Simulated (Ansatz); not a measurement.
2 structures of TcB: a ranking of polymorphs by energy, run with Ansatz's Python interface.

The script, `run_polymorphs.py`:
```python
# -*- coding: utf-8 -*-
"""Polymorphs of TcB, at the given cells."""

import ansatz as az
import numpy as np
import spglib
from tabulate import tabulate


def ground_state(name, crystal):
    calc = (
        crystal.calculation()
        .functional(az.Functional.PBESOL)
        .basis(39 * az.Ry)
        .kpoints(spacing=0.14)
        .occupations("fermi_dirac", width=0.05)
        .stress()
        .band_table()
    )
    return calc.run(threads=1, backend="cpu")


def pressure_gpa(outcome):
    return float(np.trace(outcome.report["stress_gpa"]) / 3)


def volume_per_atom(outcome):
    return abs(np.linalg.det(outcome.lattice.cell_ang)) / len(outcome.lattice.sites)


def space_group(outcome):
    sites = outcome.report["lattice"]["sites"]
    kinds = sorted({site["symbol"] for site in sites})
    cell = (outcome.lattice.cell_ang, [site["position_frac"] for site in sites], [kinds.index(site["symbol"]) for site in sites])
    return spglib.get_spacegroup(cell, symprec=0.01)


def main():
    phases = {}
    p6_3_mmc = (
        az.Lattice.from_parameters(2.875432, 2.875432, 5.945857, alpha=90, beta=90, gamma=120)
        .space_group(194)
        .atom("Tc", (0.0, 0.0, 0.0))
        .atom("B", (2 / 3, 1 / 3, 0.75))
    )
    phases["P6_3/mmc"] = p6_3_mmc
    p_6m2 = (
        az.Lattice.of((2.880389, 0.0, 0.0), (-1.440194, 2.49449, 0.0), (0.0, 0.0, 2.945552))
        .atom("Tc", (0.0, 0.0, 0.0))
        .atom("B", (1 / 3, 2 / 3, 0.5))
    )
    phases["P-6m2"] = p_6m2

    done = {}
    for name, crystal in phases.items():
        try:
            done[name] = ground_state(name, crystal)
        except az.NonConvergedError as error:
            print(name, "did not converge:", str(error)[:120])

    energy = {name: o.report["energy_sigma0_ev"] / len(o.lattice.sites) for name, o in done.items()}
    lowest = min(energy.values())
    rows = [(name, len(o.lattice.sites), 1000 * (energy[name] - lowest), pressure_gpa(o), volume_per_atom(o), space_group(o)) for name, o in done.items()]
    rows.sort(key=lambda row: row[2])
    print(tabulate(rows, headers=["phase", "atoms", "dE (meV/atom)", "P (GPa)", "V (A^3/atom)", "space group"], floatfmt=".4f", tablefmt="simple"))
    print("lowest in energy:", rows[0][0])


if __name__ == "__main__":
    main()
```

Which of these structures comes out lowest, and how far apart are they?

By space group at the end of each run: P-6m2 (+0 meV an atom, 10.6 Å³) and P6_3/mmc (+68 meV an atom, 10.6 Å³).

The output:

```console
$ python run_polymorphs.py
phase       atoms    dE (meV/atom)    P (GPa)    V (A^3/atom)  space group
--------  -------  ---------------  ---------  --------------  --------------
P-6m2           2           0.0000    -9.5168         10.5820  P-6m2 (187)
P6_3/mmc        4          67.5744    -8.8087         10.6437  P6_3/mmc (194)
lowest in energy: P-6m2
```

Spin is left out of this run. Pressure is positive in compression. The cells come from databases of deposited and of computed structures, and not all need be stable phases. The ranking holds among these structures alone, at zero temperature; the ground state may be another structure. Differences under 10 to 15 meV an atom lie within the error of mesh and functional. The whole script took 26 s on 1 thread of Arm Neoverse V2 (shared host), peak memory 0.54 GiB.
